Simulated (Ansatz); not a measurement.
# MoH+ (triplet): the correlation ladder at distance Mo1–H2 = 2.301 Å, def2-SVP

One table from this session's results is given with a row withheld; the runs are named, their logs left out.

The runs use Ansatz 0.2.0, Gaussian basis; def2-SVP, core rule «outside noble gas», up to 4 orbitals frozen.

Plan: UHF; CCSD(T) on ROHF; CCSD(T) on UHF; CISD; CCSDT(Q) on ROHF; CCSDT(Q) on UHF; CASSCF and MRCISD+Q, 4 electrons in 4 orbitals; CASSCF and NEVPT2, 4 electrons in 4 orbitals; Full CI.

30 further runs of the same task are left out: 15 for a known fault of the program, 9 that didn't finish, 6 set aside as unsound or not needed.

## The geometry

The geometry derives from a PBE0/def2-TZVP stationary point (not a proven minimum). One bond is set to the value named and the two fragments are kept rigid. No spin-orbit coupling is included. Elements past krypton take def2 core potentials.

2 atoms, charge 1, spin multiplicity 3.

Atoms are counted from 1 here; the program's logs count them from 0.

Bond lengths: Mo1–H2 2.301 Å.

The first run:

in.yaml reads:

```yaml
crystal:
  periodic: [false, false, false]
  atoms:
    - {symbol: Mo, position_ang: [0.000000, 0.000000, 0.000000]}
    - {symbol: H, position_ang: [0.000000, 0.000000, 2.301000]}
basis:
  gaussian: {orbitals: def2-SVP}
total_charge: 1
magnetization: {spin_polarized: true, initial_magnetization: 2}
hamiltonian: {xc: hf}
output: {orbitals: {seedname: orbitals}}
```

Launch:

```
> ansatz run in.yaml --threads 1 --pin off --events-out ev --progress --plain --max-ram 2393MiB
```

Steps of the session up to this table: UHF; CCSD(T) on ROHF; CCSD(T) on UHF; CISD; CCSDT(Q) on ROHF; CCSDT(Q) on UHF; CASSCF and MRCISD+Q, 4 electrons in 4 orbitals; CASSCF and NEVPT2, 4 electrons in 4 orbitals; Full CI.

One table of the session follows, with a row left open; its other results are not shown here.

| method | from FCI (meV) |
| --- | --- |
| ROHF | ? |
| RMP2 | +1199.4 |
| CISD | +465.0 |
| RCCSD | +283.1 |
| RCCSD(T) | +127.5 |
| RCCSDT | +33.7 |
| RCCSDT(Q) | +7.2 |
| CASSCF pair | +1958.3 |
| NEVPT2 pair | +626.3 |
| MRCISD pair | +219.9 |
| MRCISD+Q pair | +93.5 |
| FCI | 0 |

Estimate the missing values for ROHF.

As computed: from FCI (meV): +3115.6. In the column «from FCI (meV)» it is the highest.

Left out of the table: UHF, UMP2, UCCSD, UCCSD(T), UCCSDT, UCCSDT(Q) (another determinant or state than the rows shown).
